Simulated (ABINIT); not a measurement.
# BiS (R-3m) in ABINIT: single point with PBEsol

Aim: the single point of BiS with PBEsol.

All numbers are computed with ABINIT 10.8.3 (patched build); they aren't measurements. Logs are shortened: lines on timing, memory, paths and dates and some standing lists are left out, and cuts for length are marked. The log counts tension as positive stress, the text compression.

## (1) Starting point

The structure is trigonal, space group R-3m (No. 166). The conventional cell has a = 4.219 Å, b = 4.219 Å, c = 10.501 Å, α = 90.00°, β = 90.00°, γ = 120.00°. Bi (site symmetry -3m) is surrounded by 6 S at 3.00 Å. S (site symmetry -3m) has 6 Bi at 3.00 Å as nearest neighbours.

The cell was built by a generator and needn't be a form met in nature.

## (2) Single point, PBEsol, spin-orbit coupling, no magnetisation

run.abi reads:

```
# Pseudopotentials
pp_dirpath "./"
pseudos "Bi.upf, S.upf"

# Structure
acell 3*1.0
rprim
     3.9859442670     2.3012859868     6.6149626399
    -3.9859442670     2.3012859868     6.6149626399
     0.0000000000    -4.6025719926     6.6149626399
ntypat 2
znucl 83 16
natom 2
typat 1 2
xred
     0.0000000000     0.0000000000     0.0000000000
     0.5000000000     0.5000000000     0.5000000000

# Plane-wave basis
ecut 38.0

# k points
kptopt 1
ngkpt 6 6 6
nshiftk 1
shiftk 0.0 0.0 0.0

# Exchange and correlation
ixc -116133

# Bands and occupations
nband 38
occopt 3
tsmear 0.05 eV

# Spin
nspinor 2
nspden 1
so_psp 2*1

# SCF cycle
nstep 100
tolvrs 1.0e-10

# Output
iomode 3
prtwf 0
prteig 0
prtebands 0
prtvol 2
prtden 1
prtvha 1
prtvclmb 1
prtpot 1
```

Potentials or basis: PseudoDojo NC FR PBEsol v0.4 stringent.

On the command line:

```
$ mpirun --bind-to none -np 4 abinit run.abi > log 2>&1
```

run.abo:

```text
.Version 10.8.3 of ABINIT
 Symmetries : space group R-3 m (#166); Bravais hR (rhombohedral)
================================================================================
 Values of the parameters that define the memory need of the present run
     intxc =       0    ionmov =       0      iscf =       7    lmnmax =      18
     lnmax =      18     mgfft =      48  mpssoang =       5    mqgrid =    3001
     natom =       2  nloc_mem =       1    nspden =       1   nspinor =       2
    nsppol =       1      nsym =      12    n1xccc =    2501    ntypat =       2
    occopt =       3   xclevel =       2
       mpw =        4088          nfft =      110592          nkpt =          32
================================================================================
================================================================================

--------------------------------------------------------------------------------
------------- Echo of variables that govern the present computation ------------
--------------------------------------------------------------------------------
 -outvars: echo values of preprocessed input variables --------
            acell      1.0000000000E+00  1.0000000000E+00  1.0000000000E+00 Bohr
              amu      2.08980370E+02  3.20660000E+01
             ecut      3.80000000E+01 Hartree
              ixc     -116133
         kptrlatt        6    0    0      0    6    0      0    0    6
          kptrlen      4.78313312E+01
            natom           2
            nband          38
            ngfft          48      48      48
             nkpt          32
          nspinor           2
            nstep         100
             nsym          12
           ntypat           2
           occopt           3
        prtebands           0
           prteig           0
           prtpot           1
         prtvclmb           1
           prtvha           1
           prtvol           2
            prtwf           0
            rprim      3.9859442670E+00  2.3012859868E+00  6.6149626399E+00
                      -3.9859442670E+00  2.3012859868E+00  6.6149626399E+00
                       0.0000000000E+00 -4.6025719926E+00  6.6149626399E+00
          spgroup         166
           tolvrs      1.00000000E-10
           tsmear      1.83746611E-03 Hartree
            typat      1  2
           xangst      0.0000000000E+00  0.0000000000E+00  0.0000000000E+00
                       0.0000000000E+00 -5.0271833109E-09  5.2507312165E+00
            xcart      0.0000000000E+00  0.0000000000E+00  0.0000000000E+00
                       0.0000000000E+00 -9.4999996424E-09  9.9224439598E+00
             xred      0.0000000000E+00  0.0000000000E+00  0.0000000000E+00
                       5.0000000000E-01  5.0000000000E-01  5.0000000000E-01
            znucl       83.00000   16.00000

================================================================================

 chkinp: Checking input parameters for consistency.

================================================================================
== DATASET  1 ==================================================================

--- !DatasetInfo
iteration_state: {dtset: 1, }
dimensions: {natom: 2, nkpt: 32, mband: 38, nsppol: 1, nspinor: 2, nspden: 1, mpw: 4088, }
cutoff_energies: {ecut:  38.0, pawecutdg:  -1.0, }
electrons: {nelect:   2.90000000E+01, charge:   0.00000000E+00, occopt:   3.00000000E+00, tsmear:   1.83746611E-03, }
meta: {optdriver: 0, ionmov: 0, optcell: 0, iscf: 7, paral_kgb: 0, }
...

 Real(R)+Recip(G) space primitive vectors, cartesian coordinates (Bohr,Bohr^-1):
[... 102 lines left out ...]
  2.51E-14 2.51E-14 1.52E-14 1.52E-14 1.19E-14 1.19E-14 1.12E-14 1.12E-14
  3.09E-15 3.20E-15 2.92E-15 2.93E-15 3.46E-15 3.43E-15 3.76E-15 3.77E-15
  1.77E-15 1.90E-15 5.00E-15 5.01E-15 1.70E-14 1.70E-14 4.93E-15 4.89E-15
  2.33E-15 2.30E-15 7.42E-15 7.42E-15 1.18E-14 1.18E-14 1.09E-14 1.09E-14
[... 160 lines left out ...]
  2.17E-15 2.17E-15 1.89E-15 1.89E-15 1.95E-14 1.95E-14 6.01E-15 6.02E-15
  4.78E-15 4.78E-15 7.40E-15 7.40E-15 9.78E-15 9.79E-15 9.67E-15 9.66E-15
  1.15E-14 1.14E-14 8.27E-15 8.06E-15 4.57E-08 9.66E-08
  -0.3333  0.5000  0.3333    1  2.92596E-14 kpt; spin; max resid(k); each band:
  2.40E-14 2.39E-14 1.65E-14 1.65E-14 1.23E-14 1.23E-14 1.33E-14 1.33E-14
  2.81E-15 2.83E-15 3.91E-15 3.91E-15 3.58E-15 3.58E-15 3.24E-15 3.24E-15
  2.97E-15 2.97E-15 1.26E-15 1.25E-15 1.99E-14 1.99E-14 6.16E-15 6.16E-15
  4.76E-15 4.76E-15 4.81E-15 4.81E-15 1.22E-14 1.22E-14 8.70E-15 8.78E-15
  8.07E-15 8.06E-15 8.17E-15 9.37E-15 1.70E-14 2.93E-14
   0.5000  0.5000  0.5000    1  2.88405E-04 kpt; spin; max resid(k); each band:
  2.49E-14 2.50E-14 1.66E-14 1.68E-14 1.04E-14 1.02E-14 1.23E-14 1.23E-14
  1.71E-15 1.71E-15 3.06E-15 3.04E-15 3.25E-15 3.28E-15 3.28E-15 3.33E-15
  1.65E-15 1.35E-15 4.80E-16 4.88E-16 1.98E-14 1.98E-14 2.49E-15 2.48E-15
  2.31E-15 2.33E-15 1.19E-14 1.25E-14 9.43E-15 9.43E-15 1.06E-14 1.09E-14
  1.27E-14 1.26E-14 7.56E-12 5.83E-11 6.65E-07 2.88E-04
 reduced coordinates (array xred) for    2 atoms
       0.000000000000      0.000000000000      0.000000000000
       0.500000000000      0.500000000000      0.500000000000
 rms dE/dt=  0.0000E+00; max dE/dt=  0.0000E+00; dE/dt below (all hartree)
    1       0.000000000000      0.000000000000      0.000000000000
    2       0.000000000000      0.000000000000      0.000000000000

 cartesian coordinates (angstrom) at end:
    1      0.00000000000000     0.00000000000000     0.00000000000000
    2      0.00000000000000    -0.00000000502718     5.25073121645258

 cartesian forces (hartree/bohr) at end:
    1     -0.00000000000000    -0.00000000000000    -0.00000000000000
    2     -0.00000000000000    -0.00000000000000    -0.00000000000000
 frms,max,avg= 0.0000000E+00 0.0000000E+00   0.000E+00  0.000E+00  0.000E+00 h/b

 cartesian forces (eV/Angstrom) at end:
    1     -0.00000000000000    -0.00000000000000    -0.00000000000000
    2     -0.00000000000000    -0.00000000000000    -0.00000000000000
 frms,max,avg= 0.0000000E+00 0.0000000E+00   0.000E+00  0.000E+00  0.000E+00 e/A
 length scales=  1.000000000000  1.000000000000  1.000000000000 bohr
              =  0.529177210544  0.529177210544  0.529177210544 angstroms
 Fermi (or HOMO) energy (hartree) =   0.26914   Average Vxc (hartree)=  -0.37503
 Eigenvalues (hartree) for nkpt=  32  k points:
 kpt#   1, nband= 38, wtk=  0.00463, kpt=  0.0000  0.0000  0.0000 (reduced coord)
  -5.35493   -5.35493   -3.76038   -3.76038   -2.85156   -2.85156   -2.85147   -2.85147
  -0.63429   -0.63429   -0.63420   -0.63420   -0.52442   -0.52442   -0.52421   -0.52421
  -0.52420   -0.52420   -0.26312   -0.26312   -0.04115   -0.04115    0.14477    0.14477
   0.16489    0.16489    0.16754    0.16754    0.31361    0.31361    0.40801    0.40801
   0.40819    0.40819    0.47174    0.47204    0.47834    0.48090
      occupation numbers for kpt#   1
   1.00000    1.00000    1.00000    1.00000    1.00000    1.00000    1.00000    1.00000
   1.00000    1.00000    1.00000    1.00000    1.00000    1.00000    1.00000    1.00000
   1.00000    1.00000    1.00000    1.00000    1.00000    1.00000    1.00000    1.00000
   1.00000    1.00000    1.00000    1.00000    0.00000    0.00000    0.00000    0.00000
   0.00000    0.00000    0.00000    0.00000    0.00000    0.00000
 kpt#   2, nband= 38, wtk=  0.02778, kpt=  0.1667  0.0000  0.0000 (reduced coord)
  -5.35493   -5.35493   -3.76038   -3.76038   -2.85156   -2.85156   -2.85147   -2.85147
  -0.63427   -0.63427   -0.63414   -0.63414   -0.52436   -0.52436   -0.52422   -0.52422
  -0.52410   -0.52410   -0.25377   -0.25377   -0.06195   -0.06195    0.15031    0.15031
   0.16760    0.16760    0.17466    0.17466    0.28498    0.28498    0.35355    0.35355
[... 352 lines left out ...]
   1.00000    1.00000    1.00000    1.00000    1.00000    1.00000    1.00000    1.00000
   1.00000    1.00000    1.00000    1.00000    0.96163    0.96163    0.00000    0.00000
   0.00000    0.00000    0.00000    0.00000    0.00000    0.00000
 kpt#  32, nband= 38, wtk=  0.00463, kpt=  0.5000  0.5000  0.5000 (reduced coord)
  -5.35493   -5.35493   -3.76038   -3.76038   -2.85156   -2.85156   -2.85147   -2.85147
  -0.63419   -0.63419   -0.63403   -0.63403   -0.52451   -0.52451   -0.52395   -0.52395
  -0.52383   -0.52383   -0.20698   -0.20698   -0.14018   -0.14018    0.17777    0.17777
   0.17893    0.17893    0.20343    0.20343    0.21495    0.21495    0.26921    0.26921
   0.30140    0.30140    0.54230    0.54230    0.59049    0.59106
      occupation numbers for kpt#  32
   1.00000    1.00000    1.00000    1.00000    1.00000    1.00000    1.00000    1.00000
   1.00000    1.00000    1.00000    1.00000    1.00000    1.00000    1.00000    1.00000
   1.00000    1.00000    1.00000    1.00000    1.00000    1.00000    1.00000    1.00000
   1.00000    1.00000    1.00000    1.00000    1.00000    1.00000    0.49033    0.49033
   0.00000    0.00000    0.00000    0.00000    0.00000    0.00000
 Total charge density [el/Bohr^3]
)     Maximum=    2.5250E+00  at reduced coord.    0.0417    0.9167    0.9792
)Next maximum=    2.5250E+00  at reduced coord.    0.9167    0.0417    0.9792
)     Minimum=    1.1523E-03  at reduced coord.    0.5000    0.5000    0.5000
)Next minimum=    3.2665E-03  at reduced coord.    0.2500    0.2500    0.2500
   Integrated=    2.9000E+01

--- !EnergyTerms
iteration_state     : {dtset: 1, }
comment             : Components of total free energy in Hartree
kinetic             :  6.88058922087183E+01
hartree             :  7.32875392972696E+01
xc                  : -3.86414724937445E+01
Ewald energy        : -1.27536386412478E+02
psp_core            :  2.95951710583280E+00
local_psp           : -2.36664889644869E+02
non_local_psp       :  1.43674708656149E+01
internal            : -2.43422329073656E+02
'-kT*entropy'       : -5.29777004818132E-04
total_energy        : -2.43422858850661E+02
total_energy_eV     : -6.62387343328626E+03
band_energy         : -3.48809654256065E+01
...

 Cartesian components of stress tensor (hartree/bohr^3)
  sigma(1 1)=  1.00608207E-04  sigma(3 2)=  7.87929402E-12
  sigma(2 2)=  1.00608224E-04  sigma(3 1)=  0.00000000E+00
  sigma(3 3)=  9.13354850E-05  sigma(2 1)=  0.00000000E+00

-Cartesian components of stress tensor (GPa)         [Pressure= -2.8691E+00 GPa]
- sigma(1 1)=  2.95999565E+00  sigma(3 2)=  2.31816834E-07
- sigma(2 2)=  2.95999615E+00  sigma(3 1)=  0.00000000E+00
- sigma(3 3)=  2.68718274E+00  sigma(2 1)=  0.00000000E+00

== END DATASET(S) ==============================================================
================================================================================

 -outvars: echo values of variables after computation  --------
            acell      1.0000000000E+00  1.0000000000E+00  1.0000000000E+00 Bohr
           etotal     -2.4342285885E+02
            fcart     -0.0000000000E+00 -0.0000000000E+00 -0.0000000000E+00
                      -0.0000000000E+00 -0.0000000000E+00 -0.0000000000E+00
            rprim      3.9859442670E+00  2.3012859868E+00  6.6149626399E+00
                      -3.9859442670E+00  2.3012859868E+00  6.6149626399E+00
                       0.0000000000E+00 -4.6025719926E+00  6.6149626399E+00
           strten      1.0060820720E-04  1.0060822433E-04  9.1335485034E-05
                       7.8792940207E-12  0.0000000000E+00  0.0000000000E+00
           xangst      0.0000000000E+00  0.0000000000E+00  0.0000000000E+00
                       0.0000000000E+00 -5.0271833109E-09  5.2507312165E+00
             xred      0.0000000000E+00  0.0000000000E+00  0.0000000000E+00
                       5.0000000000E-01  5.0000000000E-01  5.0000000000E-01
 Calculation completed.
```

Run time: 1.9 min. Hardware: 4 MPI ranks of Arm Neoverse V2, shared host; peak memory 0.48 GiB.

Results:

- Free energy: -6623.8734 eV
- Pressure: -2.9 GPa
- Band gap on the k mesh: none (metal or under the smearing width)
- Valence electrons inside the program's atomic spheres: Bi 18.67; S 3.77

Stress tensor (GPa, compression positive):
```
-2.96  0.00  0.00
 0.00 -2.96  0.00
 0.00  0.00 -2.69
```

Levels at points of the mesh, in eV from the Fermi level:
| k point | band 28 | band 29 | band 30 | band 31 | band 32 | band 33 |
| --- | --- | --- | --- | --- | --- | --- |
| (0.00, 0.00, 0.00) | -2.76 | 1.21 | 1.21 | 3.78 | 3.78 | 3.78 |
| (0.50, 0.00, 0.00) | -1.88 | -1.55 | -1.55 | -0.10 | -0.10 | 0.76 |
| (0.50, 0.50, 0.00) | -4.07 | 2.50 | 2.50 | 2.87 | 2.87 | 4.31 |
| (0.50, 0.50, 0.50) | -1.79 | -1.47 | -1.47 | 0.00 | 0.00 | 0.88 |

Caveat: the cutoff is short for stress, so the pressure is rough.
